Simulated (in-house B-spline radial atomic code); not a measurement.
# Fe⁹⁺: binding energies from hole states

Aim: the cost of two holes at once in Fe⁹⁺, against the sum of the two single holes.

Method: Dirac-Hartree-Fock, average of configuration, Fermi nucleus, basis-set limit. Code: in-house B-spline radial atomic code version 1.

### Step 1. The atom as given

```
element       : iron (Z = 26)
charge        : +9
electrons     : 17
configuration : [Ne] 3s2 3p5
Hamiltonian   : Dirac-Coulomb
nucleus       : Fermi, rms radius 3.738 fm
```

Outer shells as boxes (Hund's rule):

[Ne] 3s2 3p5
```
[Ne] core
3s [↑↓]
3p [↑↓][↑↓][↑ ]
```

The boxes draw the filling by Hund's rule, which heavy ions in jj coupling don't follow; these runs average over all states of the configuration.

Settings, as recorded:

```ini
Z = 26
electrons = 17.0
configuration = [Ne] 3s2 3p5
hamiltonian = dirac
method = hf
spin_polarised = False
nucleus = fermi
rms_radius = 3.7377
mass_number = 56
atomic_mass = 55.934935537
speed_of_light = 137.035999084
```

The reference is known from an earlier run: -1242.765249 hartree in all. Up to eight levels, counted from the top:

```csv
orbital,occupation,energy (eV),<r> (bohr)
1s1/2,2,-7400.52,0.05843
2s1/2,2,-1106.48,0.2641
2p1/2,2,-980.37,0.2321
2p3/2,4,-967.66,0.2350
3s1/2,2,-305.57,0.7357
3p1/2,1.66667,-264.84,0.7427
3p3/2,3.33333,-262.73,0.7483
```

Single holes known from earlier runs (ΔSCF): 1s 7371.33 eV, 2s 1099.11 eV, 2p1/2 971.59 eV, 2p3/2 959.28 eV, 3s 304.71 eV, 3p 262.54 eV.

### Step 2. The 2p3/2 and 2p3/2 holes

In configurations, a minus sign after the shell means j = l − 1/2 and a plus sign j = l + 1/2; the count of electrons follows.

Settings, as recorded:

```ini
Z = 26
electrons = 15.0
configuration = 1s2 2s2 2p-2 2p+2 3s2 3p5
hamiltonian = dirac
method = hf
spin_polarised = False
nucleus = fermi
rms_radius = 3.7377
mass_number = 56
atomic_mass = 55.934935537
speed_of_light = 137.035999084
```

### Step 3. The 3s and 3p holes

Changes to the settings of step 2:

```diff
@@ -2,3 +2,3 @@
 electrons = 15.0
-configuration = 1s2 2s2 2p-2 2p+2 3s2 3p5
+configuration = 1s2 2s2 2p6 3s1 3p4
 hamiltonian = dirac
```

### Step 4. The 2s and 2s holes

Changes to the settings of step 3:

```diff
@@ -2,3 +2,3 @@
 electrons = 15.0
-configuration = 1s2 2s2 2p6 3s1 3p4
+configuration = 1s2 2p6 3s2 3p5
 hamiltonian = dirac
```

### Step 5. The 1s and 2s holes

Changes to the settings of step 4:

```diff
@@ -2,3 +2,3 @@
 electrons = 15.0
-configuration = 1s2 2p6 3s2 3p5
+configuration = 1s1 2s1 2p6 3s2 3p5
 hamiltonian = dirac
```

### Step 6. The 1s and 2p1/2 holes

Changes to the settings of step 5:

```diff
@@ -2,3 +2,3 @@
 electrons = 15.0
-configuration = 1s1 2s1 2p6 3s2 3p5
+configuration = 1s1 2s2 2p-1 2p+4 3s2 3p5
 hamiltonian = dirac
```

### Step 7. The 3s and 3s holes

Changes to the settings of step 6:

```diff
@@ -2,3 +2,3 @@
 electrons = 15.0
-configuration = 1s1 2s2 2p-1 2p+4 3s2 3p5
+configuration = 1s2 2s2 2p6 3p5
 hamiltonian = dirac
```

Q: What does each hole state cost in eV, and how does that compare with the orbital energies or single holes?

As calculated:

| two holes | ΔSCF (eV) | less the two single holes (eV) |
| --- | --- | --- |
| 2p3/2 and 2p3/2 | 2004.80 | 86.25 |
| 3s and 3p | 595.32 | 28.08 |
| 2s and 2s | 2277.69 | 79.46 |
| 1s and 2s | 8565.58 | 95.14 |
| 1s and 2p1/2 | 8459.99 | 117.08 |
| 3s and 3s | 641.47 | 32.06 |

**Reading.** Two holes cost more than the sum of each, because the second electron leaves a more charged ion. The excess runs from 28.1 eV (3s and 3p) to 117.1 eV (1s and 2p1/2); it tends to be largest where both holes are compact. Two partly filled shells share a symmetry and can mix in the average, which may lower the energy, in these hole states: 2p3/2 and 2p3/2; 1s and 2s; 1s and 2p1/2; 2p1/2; 2p3/2. Values are for the free ion, measured from the vacuum level.
